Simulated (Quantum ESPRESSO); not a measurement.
CuAs3:

```
Cu As
1.0
     0.00000    3.83168    3.83168
     3.83168    0.00000    3.83168
     3.83168    3.83168    0.00000
Cu As
1 3
Cartesian
  0.0000 0.0000 0.0000
  1.9158 1.9158 1.9158
  5.7475 5.7475 5.7475
  3.8317 3.8317 3.8317
```

The cell was built by a generator and needn't be a form met in nature.

Base run:

* Program: Quantum ESPRESSO 7.5
* Functional: PBE
* Potentials or basis: SSSP 1.3 efficiency PBE
* Cutoff: 748 eV
* Density cutoff: 5987 eV
* k mesh: 6 × 6 × 6
* Occupations: fermi-dirac, width 0.05 eV
* Spin: no spin polarisation

Its results: band gap on the k mesh none (metal or under the smearing width); pressure -13.8 GPa.

Q: The run is repeated on the same cell with these changes: functional from PBE to PBEsol; potentials or basis from SSSP 1.3 efficiency PBE to GBRV 1.5 PBEsol; cutoff from 748 eV to 612 eV; density cutoff from 5987 eV to 4898 eV; valence electrons from 26 to 34. What comes out?

A: Band gap on the k mesh none (metal or under the smearing width); pressure -15.9 GPa.

Caveats: so large a pressure means that the cell lies far from this level's equilibrium, or that cutoff or potentials fall short (some runs).

Not every run made on this cell is shown here.
